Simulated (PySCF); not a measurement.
# W(CtBu)Cl3: geometry, NMR shifts and electronic excitations

What NMR shifts and electronic excitations should W(CtBu)Cl3 (`CC(C)(C)[C]#[W]([Cl])([Cl])[Cl]`) show?

Computed with PySCF 2.14.0, with density-fitted response routines of our own, on a single molecule in the gas phase. Atoms count from 0, in the outputs and in this text.

## 1. Starting geometry

18 atoms, charge 0, multiplicity 1; geometry from: GFN2-xTB. The atoms were then displaced at random by about 0.03 Å, so the start is not that level's minimum.

Bonds of the start (Å): W0–C1 1.85, W0–Cl15 2.18, W0–Cl16 2.36, W0–Cl17 2.20, C1–C2 1.42, C2–C3 1.63, C2–C4 1.49, C2–C5 1.56, C3–H6 1.02, C3–H7 1.08, C3–H8 1.13, C4–H9 1.15, C4–H10 1.07, C4–H11 1.07, C5–H12 1.03, C5–H13 1.10, C5–H14 1.10.

## 2. Geometry optimisation at PBE0-D3(BJ)/def2-SVP

Job settings and geometry (Å):

```
{"job": {"xc": "PBE0", "basis": "def2-SVP", "d3": "d3bj", "grid": 1, "maxiter": 40, "shake": 0.03, "kind": "geom"}, "charge": 0, "multiplicity": 1}
W      0.085030    -0.066910    -2.764530
C     -0.010520    -0.020010    -0.922470
C     -0.065440    -0.012580     0.494860
C      0.713860     1.319440     1.006920
C     -1.468330    -0.142190     0.975070
C      0.808030    -1.186770     1.020650
H      1.668730     1.390520     0.669030
H      0.649990     1.357500     2.089220
H      0.042790     2.173240     0.690930
H     -1.497300    -0.126340     2.123760
H     -1.928150    -1.054050     0.667340
H     -2.027760     0.716000     0.651770
H      1.755650    -1.100660     0.632520
H      0.336610    -2.122720     0.689600
H      0.817590    -1.241850     2.115890
Cl     2.184820     0.057750    -3.323460
Cl    -1.046020     1.914080    -3.365740
Cl    -1.075880    -1.837520    -3.373640
```

Run with:

```
$ OMP_NUM_THREADS=1 python probes_run.py task.json out
```

One launch serves the whole session: the jobs run in the order shown.

Log:

```text
step   0  E = -1642.48854172  max force = 0.119173
step   1  E = -1642.52172998  max force = 0.101615
step   2  E = -1642.52689164  max force = 0.045916
step   3  E = -1642.53026595  max force = 0.010698
step   4  E = -1642.53041112  max force = 0.002649
step   5  E = -1642.53043925  max force = 0.002607
step   6  E = -1642.53037868  max force = 0.002020
step   7  E = -1642.53043900  max force = 0.001041
step   8  E = -1642.53048064  max force = 0.001064
step   9  E = -1642.53050606  max force = 0.002036
step  10  E = -1642.53054313  max force = 0.002231
step  11  E = -1642.53057924  max force = 0.001095
step  12  E = -1642.53058916  max force = 0.000125
optimisation converged
```

It took 6.9 min on 1 thread of Arm Neoverse V1, shared host; peak memory 1 GiB.

The steps of the relaxation: (the energy doesn't fall at every step)

| step | energy from step 0 (eV) | largest force component (eV/Å) |
| --- | --- | --- |
| 0 | 0.0000 | 6.1281 |
| 1 | -0.9031 | 5.2253 |
| 2 | -1.0436 | 2.3611 |
| 3 | -1.1354 | 0.5501 |
| 4 | -1.1393 | 0.1362 |
| 5 | -1.1401 | 0.1341 |
| 6 | -1.1384 | 0.1039 |
| 7 | -1.1401 | 0.0535 |
| 8 | -1.1412 | 0.0547 |
| 9 | -1.1419 | 0.1047 |
| 10 | -1.1429 | 0.1147 |
| 11 | -1.1439 | 0.0563 |
| 12 | -1.1442 | 0.0064 |

Close pairs (by a distance rule), those that changed most:

| bond | before (Å) | after (Å) | change (Å) |
| --- | --- | --- | --- |
| W0–C1 | 1.845 | 1.737 | -0.108 |
| W0–Cl15 | 2.176 | 2.278 | +0.101 |
| C2–C3 | 1.626 | 1.535 | -0.091 |
| C3–H6 | 1.015 | 1.100 | +0.085 |
| W0–Cl16 | 2.359 | 2.276 | -0.083 |
| W0–Cl17 | 2.203 | 2.276 | +0.073 |
| C5–H12 | 1.028 | 1.100 | +0.072 |
| C1–C2 | 1.418 | 1.479 | +0.061 |

The next job starts from the end point, and lists it.

| at the end point | value |
| --- | --- |
| point group (found at 0.08 Å tolerance) | C3 |
| rotational constants (GHz, main isotopes) | 0.804, 0.483, 0.482 |
| dipole moment (D) | 2.12 |

## 3. Nuclear shieldings: PBE0/def2-TZVP+pcSseg-1

Job settings and geometry (Å):

```
{"job": {"kind": "nmr", "xc": "PBE0", "basis": {"default": "pcSseg-1", "W": "def2-TZVP"}}, "charge": 0, "multiplicity": 1}
W     -0.357724     0.011406    -2.693255
C     -0.130185     0.007335    -0.971091
C      0.062407    -0.000064     0.495395
C      0.739411     1.316322     0.901724
C     -1.312914    -0.127039     1.164911
C      0.951249    -1.197292     0.859784
H      1.724183     1.416500     0.421956
H      0.881285     1.343809     1.993777
H      0.125419     2.181197     0.610054
H     -1.197005    -0.142839     2.260203
H     -1.817182    -1.054634     0.856141
H     -1.960421     0.720974     0.897127
H      1.934109    -1.120335     0.371904
H      0.485016    -2.143058     0.546401
H      1.106530    -1.231543     1.949813
Cl     1.776306     0.008959    -3.489970
Cl    -1.530576     1.930116    -3.045966
Cl    -1.536207    -1.902884    -3.051189
```

With the program's defaults for keys left out, this is: GIAO PBE0/pcSseg-1 W:def2-TZVP NMR shielding, scalar relativity only through core potentials, gas phase.

Log:

```text
coarse grid: 76032 points
cycle   1  E = -1642.7209219231  dE = -1.966e+01  |g| = 1.145e+00  |ddm| = 1.101e+01
cycle   2  E = -1640.3810641328  dE =  2.340e+00  |g| = 3.342e+00  |ddm| = 3.099e+00
cycle   3  E = -1642.9898797353  dE = -2.609e+00  |g| = 3.266e-01  |ddm| = 2.493e+00
cycle   4  E = -1643.0112509551  dE = -2.137e-02  |g| = 1.539e-01  |ddm| = 4.985e-01
cycle   5  E = -1643.0157796842  dE = -4.529e-03  |g| = 8.532e-02  |ddm| = 2.000e-01
cycle   6  E = -1643.0175615275  dE = -1.782e-03  |g| = 8.240e-03  |ddm| = 8.046e-02
cycle   7  E = -1643.0175766753  dE = -1.515e-05  |g| = 3.531e-03  |ddm| = 1.028e-02
cycle   8  E = -1643.0175796642  dE = -2.989e-06  |g| = 6.771e-04  |ddm| = 3.241e-03
final grid: 155216 points
cycle   9  E = -1643.0174533101  dE =  7.131e-07  |g| = 2.042e-03  |ddm| = 3.269e-03
cycle  10  E = -1643.0174418881  dE =  1.142e-05  |g| = 7.349e-03  |ddm| = 6.263e-03
cycle  11  E = -1643.0174542630  dE = -1.237e-05  |g| = 2.730e-04  |ddm| = 4.884e-03
cycle  12  E = -1643.0174542829  dE = -1.989e-08  |g| = 4.948e-05  |ddm| = 3.126e-04
cycle  13  E = -1643.0174542835  dE = -6.003e-10  |g| = 1.338e-05  |ddm| = 6.027e-05
converged SCF energy = -1643.0174542835

GIAO shielding tensors (ppm)
atom      isotropic    diamagn.    paramagn.     s11        s22        s33       span
  0 W          nan         nan         nan        nan        nan        nan        nan
  1 C     -156.786     261.934    -418.720   -303.746   -302.644    136.031    439.777
  2 C      129.462     245.990    -116.529    113.344    113.384    161.657     48.313
  3 C      155.518     247.920     -92.402    141.572    142.936    182.045     40.472
  4 C      155.577     247.941     -92.364    141.755    142.937    182.038     40.283
  5 C      155.479     247.949     -92.469    141.912    142.531    181.996     40.084
  6 H       29.799      30.943      -1.144     26.608     28.175     34.614      8.006
  7 H       30.389      30.867      -0.479     27.155     28.216     35.795      8.640
  8 H       29.721      30.940      -1.220     26.562     28.013     34.587      8.025
  9 H       30.400      30.882      -0.482     27.152     28.230     35.818      8.666
 10 H       29.714      30.953      -1.238     26.562     28.002     34.579      8.017
 11 H       29.788      30.945      -1.156     26.622     28.148     34.595      7.973
 12 H       29.728      30.964      -1.235     26.562     28.021     34.602      8.041
 13 H       29.782      30.955      -1.173     26.618     28.154     34.573      7.955
 14 H       30.387      30.879      -0.492     27.155     28.214     35.793      8.638
 15 Cl     538.761    1149.079    -610.318   -169.876    571.925   1214.235   1384.111
 16 Cl     537.168    1149.070    -611.902   -172.283    566.394   1217.393   1389.677
 17 Cl     537.306    1149.082    -611.776   -172.365    566.972   1217.312   1389.678
```

Wall time 78 s (1 thread of Arm Neoverse V1, shared host); peak memory 1.4 GiB.

Shifts follow as δ = σ(reference) − σ, with reference shieldings (ppm) from runs at the same level and on the same kind of geometry: 1H TMS 31.27, 13C TMS 184.4, 35Cl HCl 943. The references are single molecules in the gas phase. Atoms listed in one row are averaged.

| atoms | environment | σ (ppm) | δ (ppm) |
| --- | --- | --- | --- |
| C1 | carbon bonded to C, W | -156.8 | 341.2 |
| C2 | carbon bonded to 4 C | 129.5 | 54.9 |
| C3, C4, C5 | carbon bonded to C, 3 H | 155.5 | 28.9 |
| H6, H7, H8, H9, H10 and 4 more | hydrogen on a carbon bonded to C | 29.97 | 1.30 |
| Cl15, Cl16, Cl17 | chlorine bonded to W | 538 | 406 |

Atoms past Kr carry core potentials, so their printed shieldings have no meaning and are left out of the table.

The run also stored atomic charges by several schemes (e):

| atoms | Mulliken | ESP fit |
| --- | --- | --- |
| W0 | 0.74 | 0.63 |
| C1 | 0.05 | -0.50 |
| C2 | -0.63 | 0.71 |
| C3, C4, C5 | -0.16 | -0.54 |
| Cl15, Cl16, Cl17 | -0.27 | -0.16 |

Mayer bond orders: W0–C1 2.64, W0–Cl15 1.07, W0–Cl16 1.07, W0–Cl17 1.07, C1–C2 0.89, C2–C3 1.01, C2–C4 1.01, C2–C5 1.01.

With diffuse functions Mulliken charges and Mayer bond orders lose their meaning; the other schemes are steadier.

Orbitals, density, ELF and potential are computed afterwards from the orbital file.

Frontier orbitals at PBE0/def2-TZVP+pcSseg-1, with the share of their density that lies nearest to each atom:

| orbital | energy (eV) | lies on |
| --- | --- | --- |
| HOMO | -7.34 | C1 37 %; W0 26 %; Cl15 18 % |
| LUMO | -2.73 | W0 62 %; Cl16, Cl17 about 12 % each; Cl15 8 % |

ELF in a plane through or near 6 of the atoms.

Values, 10 rows by 14 columns:
```
0.00 0.00 0.00 0.00 0.00 0.00 0.00 0.00 0.00 0.00 0.00 0.00 0.00 0.00
0.00 0.00 0.00 0.00 0.00 0.00 0.00 0.00 0.00 0.17 0.40 0.31 0.09 0.00
0.00 0.00 0.00 0.00 0.00 0.01 0.03 0.00 0.01 0.66 0.83 0.76 0.68 0.07
0.00 0.00 0.00 0.00 0.01 0.03 0.08 0.02 0.05 0.25 0.63 0.66 0.71 0.10
0.00 0.00 0.00 0.00 0.03 0.15 0.57 0.48 0.72 0.46 0.54 0.19 0.08 0.00
0.00 0.00 0.00 0.00 0.03 0.31 0.26 0.86 0.19 0.44 0.40 0.40 0.03 0.00
0.00 0.00 0.00 0.77 1.00 0.66 0.36 0.15 0.38 0.26 0.04 0.10 0.02 0.00
0.00 0.00 0.00 0.20 0.85 0.38 0.73 0.27 0.01 0.01 0.02 0.01 0.00 0.00
0.00 0.00 0.00 0.00 0.01 0.02 0.05 0.02 0.00 0.00 0.00 0.00 0.00 0.00
0.00 0.00 0.00 0.00 0.00 0.00 0.00 0.00 0.00 0.00 0.00 0.00 0.00 0.00
```
The map spans 11.7 Å across and 9.7 Å up, centred on the molecule. Atoms in the plane (x, y in Å): W0 (2.7, 0.0), C1 (1.0, 0.0), C2 (-0.5, 0.0), C4 (-1.0, -1.4), H9 (-2.1, -1.5), Cl15 (3.2, 2.2).

log10 of the density (e/Å³) in the same plane.

Values, 10 rows by 14 columns:
```
-4.0 -4.0 -4.0 -4.0 -4.0 -4.0 -4.0 -4.0 -4.0 -3.8 -3.3 -3.3 -3.9 -4.0
-4.0 -4.0 -4.0 -4.0 -4.0 -3.8 -3.7 -3.8 -3.3 -2.1 -1.4 -1.5 -2.1 -3.3
-4.0 -4.0 -4.0 -3.9 -3.1 -2.4 -2.1 -2.5 -2.3 -1.0  0.1  0.1 -1.0 -2.4
-4.0 -4.0 -4.0 -2.8 -2.0 -1.4 -1.2 -1.6 -1.6 -0.9  0.2  0.2 -0.9 -2.2
-4.0 -4.0 -3.7 -2.4 -1.5 -0.7 -0.1 -0.4 -0.2 -0.2  0.4 -0.5 -1.5 -2.8
-4.0 -4.0 -3.7 -2.4 -1.5 -0.5  0.6  0.1  0.5  0.2  0.5 -0.1 -1.7 -2.9
-4.0 -4.0 -3.4 -1.7 -0.2  0.2  0.2 -0.8 -1.0 -1.0 -0.9 -1.1 -1.9 -3.0
-4.0 -4.0 -3.7 -2.3 -1.1 -0.6 -0.3 -1.1 -2.2 -2.2 -1.9 -2.0 -2.6 -3.7
-4.0 -4.0 -4.0 -3.6 -2.7 -2.2 -2.0 -2.4 -3.3 -3.7 -3.4 -3.4 -4.0 -4.0
-4.0 -4.0 -4.0 -4.0 -4.0 -3.9 -3.8 -4.0 -4.0 -4.0 -4.0 -4.0 -4.0 -4.0
```
The map spans 11.7 Å across and 9.7 Å up, centred on the molecule. Atoms in the plane (x, y in Å): W0 (2.7, 0.0), C1 (1.0, 0.0), C2 (-0.5, 0.0), C4 (-1.0, -1.4), H9 (-2.1, -1.5), Cl15 (3.2, 2.2).

On the surface of density 0.002 e/bohr³ the electrostatic potential runs, from the 1st to the 99th percentile, from -0.34 V near Cl15 to 1.51 V near W0.

## 4. TDDFT and polarisability: PBE0/def2-SVPD

Settings changed since step 3:

```diff
@@ -1,2 +1,2 @@
-{"job": {"kind": "nmr", "xc": "PBE0", "basis": {"default": "pcSseg-1", "W": "def2-TZVP"}}, "charge": 0, "multiplicity": 1}
+{"job": {"kind": "uv", "xc": "PBE0", "basis": "def2-SVPD", "ip": false, "nstates": 10}, "charge": 0, "multiplicity": 1}
 W     -0.357724     0.011406    -2.693255
```

Level: TDDFT PBE0/def2-SVPD, vertical, gas phase, core orbitals frozen in the response.

Log:

```text
coarse grid: 76032 points
cycle   1  E = -1642.4035080468  dE = -1.207e+01  |g| = 7.141e-01  |ddm| = 1.558e+01
cycle   2  E = -1642.0689781020  dE =  3.345e-01  |g| = 1.370e+00  |ddm| = 4.581e+00
cycle   3  E = -1642.4391117169  dE = -3.701e-01  |g| = 6.275e-01  |ddm| = 2.552e+00
cycle   4  E = -1642.5334394143  dE = -9.433e-02  |g| = 1.046e-01  |ddm| = 1.556e+00
cycle   5  E = -1642.5352659169  dE = -1.827e-03  |g| = 6.862e-02  |ddm| = 5.591e-01
cycle   6  E = -1642.5365033778  dE = -1.237e-03  |g| = 7.729e-03  |ddm| = 1.987e-01
cycle   7  E = -1642.5365183982  dE = -1.502e-05  |g| = 1.866e-03  |ddm| = 2.461e-02
cycle   8  E = -1642.5365193772  dE = -9.790e-07  |g| = 3.491e-04  |ddm| = 6.132e-03
final grid: 155216 points
cycle   9  E = -1642.5363555826  dE = -1.904e-07  |g| = 4.808e-04  |ddm| = 2.473e-02
cycle  10  E = -1642.5363552249  dE =  3.576e-07  |g| = 1.332e-03  |ddm| = 4.190e-03
cycle  11  E = -1642.5363556278  dE = -4.029e-07  |g| = 2.799e-04  |ddm| = 3.182e-03
cycle  12  E = -1642.5363556476  dE = -1.975e-08  |g| = 6.162e-05  |ddm| = 5.240e-04
cycle  13  E = -1642.5363556487  dE = -1.110e-09  |g| = 1.887e-05  |ddm| = 2.033e-04
cycle  14  E = -1642.5363556489  dE = -2.256e-10  |g| = 7.608e-06  |ddm| = 8.813e-05
converged SCF energy = -1642.5363556489

Static polarisability (au): isotropic 145.405, principal 136.850 137.201 162.163

Singlet excitations
state   eV       nm        f      main configurations
  1   2.7551    450.0   0.00000   H-1->L 0.51, H->L+1 0.48
  2   2.8981    427.8   0.00841   H->L 0.56, H-1->L+1 0.41
  3   3.0200    410.5   0.00049   H->L+1 0.51, H-1->L 0.48
  4   3.0202    410.5   0.00051   H-1->L+1 0.57, H->L 0.42
  5   4.7895    258.9   0.00917   H->L+2 0.96
  6   4.7931    258.7   0.00906   H-1->L+2 0.96
  7   5.0604    245.0   0.00000   H->L+4 0.43, H-1->L+3 0.42
  8   5.2986    234.0   0.00331   H-1->L+3 0.43, H->L+4 0.42
  9   5.2991    234.0   0.00354   H-1->L+4 0.43, H->L+3 0.43
 10   5.4846    226.1   0.02655   H-2->L 0.73

Triplet excitations (Tamm-Dancoff, eV): 2.4349 2.5117 2.5163 2.5460
```

Wall time 2 min (1 thread of Arm Neoverse V1, shared host); peak memory 1.5 GiB.

Frontier orbitals and where they lie:

| orbital | eV | atoms |
| --- | --- | --- |
| HOMO−3 | -9.75 | Cl15 16 %, Cl16 15 %, Cl17 15 % |
| HOMO−2 | -9.52 | Cl16 33 %, Cl17 33 %, Cl15 33 % |
| HOMO−1 | -7.39 | W0 31 %, C1 28 %, Cl17 16 % |
| HOMO | -7.38 | W0 31 %, C1 28 %, Cl15 20 % |
| LUMO | -2.80 | W0 61 %, Cl17 14 %, Cl16 13 % |
| LUMO+1 | -2.79 | W0 61 %, Cl15 16 %, Cl16 10 % |
| LUMO+2 | -1.07 | W0 46 %, Cl15 12 %, Cl16 11 % |

With each of the 10 states as a Gaussian band of 0.4 eV half-width at 1/e, the curve within the window shown has maxima at 426 nm (ε 380), 229 nm (ε 1,400) L/(mol cm). Beyond the last state computed it falls off for lack of states. The curve at chosen wavelengths:

nm, ε (L/mol/cm) and a bar:
```
      214        678 ###############
      228       1362 ##############################
      243       1045 #######################
      257        867 ###################
      272        530 ############
      286        196 ####
      300         47 #
      315          8 
      329          5 
      344         21 
      358         59 #
      372        128 ###
      387        225 #####
      401        310 #######
      416        367 ########
      430        376 ########
      444        346 ########
      459        287 ######
      473        224 #####
      488        162 ###
      502        113 ##
      516         76 ##
      531         49 #
      545         31 #
      560         19 
      574         12
```

Leading natural transition orbitals of singlet state 10: the hole lies on Cl15 54 %; Cl16 25 %; Cl17 19 %; the particle on W0 62 %; Cl16, Cl17 about 12 % each; Cl15 8 %.

Leading natural transition orbitals of singlet state 1: the hole lies on C1 39 %; W0 30 %; Cl16, Cl17 about 11 % each; the particle on W0 62 %; Cl16, Cl17 about 12 % each; Cl15 8 %.

Ground-state properties from the same run:

| property | computed |
| --- | --- |
| dipole moment (D) | 2.37 |
| polarisability (Å³) | 21.55 |
| HOMO–LUMO gap (eV) | 4.58 |
| −ε(HOMO) (eV) | 7.38 |

## 5. NMR shieldings: wB97X-D/def2-TZVP+pcSseg-1

Settings changed since step 4:

```diff
@@ -1,2 +1,2 @@
-{"job": {"kind": "uv", "xc": "PBE0", "basis": "def2-SVPD", "ip": false, "nstates": 10}, "charge": 0, "multiplicity": 1}
+{"job": {"kind": "nmr", "xc": "wB97X-D", "basis": {"default": "pcSseg-1", "W": "def2-TZVP"}, "pop": false}, "charge": 0, "multiplicity": 1}
 W     -0.357724     0.011406    -2.693255
```

With the program's defaults for keys left out, this is: GIAO wB97X-D/pcSseg-1 W:def2-TZVP NMR shielding, scalar relativity only through core potentials, gas phase.

Log:

```text
coarse grid: 76032 points
cycle   1  E = -1643.4804499225  dE = -1.975e+01  |g| = 9.886e-01  |ddm| = 1.098e+01
cycle   2  E = -1642.7719412605  dE =  7.085e-01  |g| = 2.077e+00  |ddm| = 2.140e+00
cycle   3  E = -1643.6787337656  dE = -9.068e-01  |g| = 2.082e-01  |ddm| = 1.454e+00
cycle   4  E = -1643.6876660832  dE = -8.932e-03  |g| = 6.338e-02  |ddm| = 2.426e-01
cycle   5  E = -1643.6884616071  dE = -7.955e-04  |g| = 1.820e-02  |ddm| = 6.087e-02
cycle   6  E = -1643.6885510368  dE = -8.943e-05  |g| = 6.735e-03  |ddm| = 2.373e-02
cycle   7  E = -1643.6885662489  dE = -1.521e-05  |g| = 1.968e-03  |ddm| = 1.034e-02
cycle   8  E = -1643.6885679434  dE = -1.695e-06  |g| = 6.585e-04  |ddm| = 2.910e-03
final grid: 155216 points
cycle   9  E = -1643.6788945800  dE = -2.785e-05  |g| = 1.924e-03  |ddm| = 2.415e-02
cycle  10  E = -1643.6788953262  dE = -7.462e-07  |g| = 1.588e-03  |ddm| = 3.541e-03
cycle  11  E = -1643.6788956063  dE = -2.801e-07  |g| = 1.117e-03  |ddm| = 1.707e-03
cycle  12  E = -1643.6788959040  dE = -2.977e-07  |g| = 2.595e-04  |ddm| = 9.093e-04
cycle  13  E = -1643.6788959564  dE = -5.238e-08  |g| = 7.207e-05  |ddm| = 5.276e-04
cycle  14  E = -1643.6788959648  dE = -8.400e-09  |g| = 3.873e-05  |ddm| = 2.332e-04
cycle  15  E = -1643.6788959668  dE = -2.071e-09  |g| = 1.814e-05  |ddm| = 1.132e-04
cycle  16  E = -1643.6788959674  dE = -5.766e-10  |g| = 1.175e-05  |ddm| = 6.187e-05
converged SCF energy = -1643.6788959674

GIAO shielding tensors (ppm)
atom      isotropic    diamagn.    paramagn.     s11        s22        s33       span
  0 W          nan         nan         nan        nan        nan        nan        nan
  1 C     -169.676     262.962    -432.638   -323.959   -322.807    137.739    461.697
  2 C      130.565     245.302    -114.738    114.539    114.579    162.577     48.038
  3 C      155.517     247.813     -92.297    141.866    143.133    181.551     39.685
  4 C      155.570     247.833     -92.262    142.010    143.160    181.542     39.532
  5 C      155.476     247.839     -92.363    142.196    142.729    181.503     39.307
  6 H       29.940      31.074      -1.134     26.775     28.356     34.688      7.913
  7 H       30.536      30.956      -0.420     27.305     28.348     35.955      8.650
  8 H       29.865      31.072      -1.208     26.733     28.192     34.669      7.936
  9 H       30.547      30.972      -0.425     27.302     28.362     35.976      8.674
 10 H       29.858      31.085      -1.227     26.734     28.182     34.659      7.925
 11 H       29.930      31.074      -1.144     26.790     28.328     34.671      7.882
 12 H       29.872      31.094      -1.222     26.733     28.200     34.682      7.950
 13 H       29.924      31.087      -1.163     26.788     28.336     34.648      7.861
 14 H       30.535      30.968      -0.433     27.305     28.347     35.952      8.647
 15 Cl     573.210    1149.489    -576.279   -130.337    592.211   1257.757   1388.094
 16 Cl     571.865    1149.481    -577.616   -132.641    587.043   1261.193   1393.835
 17 Cl     572.008    1149.494    -577.485   -132.709    587.634   1261.100   1393.808
```

It took 84 s on 1 thread of Arm Neoverse V1, shared host; peak memory 1.4 GiB.

In short: δ C1 354.2, C2 54.0, C3 29.0, Cl15 367, H6 1.27 ppm (means over like atoms).

## 6. Side by side: NMR shifts

Shifts (ppm), means over like atoms, with basis size and wall time:

| run | C1 | C2 | C3 | H6 | Cl15 | functions | time |
| --- | --- | --- | --- | --- | --- | --- | --- |
| PBE0/def2-TZVP+pcSseg-1 | 341.2 | 54.9 | 28.9 | 1.30 | 406 | 242 | 78 s |
| wB97X-D/def2-TZVP+pcSseg-1 | 354.2 | 54.0 | 29.0 | 1.27 | 367 | 242 | 84 s |

## 7. Results

```
                                                                          quantity                         value
                                                                       point group                            C3
                                              rotational constants (main isotopes)          0.80, 0.48, 0.48 GHz
 13C shifts against TMS (PBE0/def2-TZVP+pcSseg-1, means over atoms taken as alike)         341.2, 54.9, 28.9 ppm
  1H shifts against TMS (PBE0/def2-TZVP+pcSseg-1, means over atoms taken as alike)                      1.30 ppm
35Cl shifts against HCl (PBE0/def2-TZVP+pcSseg-1, means over atoms taken as alike)                       406 ppm
                                             surface potential, 1st and 99th percentile            -0.34 V and 1.51 V
                                                   lowest singlet (PBE0/def2-SVPD)   2.76 eV (450 nm), f = 0.000
                                          brightest single state of those computed  state 10, 5.48 eV, f = 0.027
                                                                    lowest triplet                       2.43 eV
                                                        range of the shift of Cl15                367 to 406 ppm
```

What this shows: The start was shaken at random, so part of the energy gained undoes that. Relaxing lowered the energy by 1.144 eV in 12 steps; the close pair that moved most is W0–C1, from 1.845 to 1.737 Å. At PBE0/def2-TZVP+pcSseg-1: Shielding is most anisotropic at Cl15, Cl16, Cl17 (span 1388 ppm, paramagnetic term -611 ppm). The lowest singlet, at 2.76 eV, is HOMO−1→LUMO 0.51, HOMO→LUMO+1 0.48 and is dark; of the 10 states computed, the strongest absorption comes from state 10 at 5.48 eV (the last computed, so partners may be missing). The lowest triplet lies 0.32 eV below the lowest singlet (triplets in Tamm-Dancoff, singlets in full TDDFT). Spin-orbit coupling, left out, mixes singlets and triplets in elements this heavy. In ppm, Cl15 (with its like atoms) moves most: its shift spreads over 39 ppm, from 367 (wB97X-D/def2-TZVP+pcSseg-1) to 406 (PBE0/def2-TZVP+pcSseg-1). Spin-orbit coupling is left out, which matters for shieldings and couplings at and beside the heavy atoms.
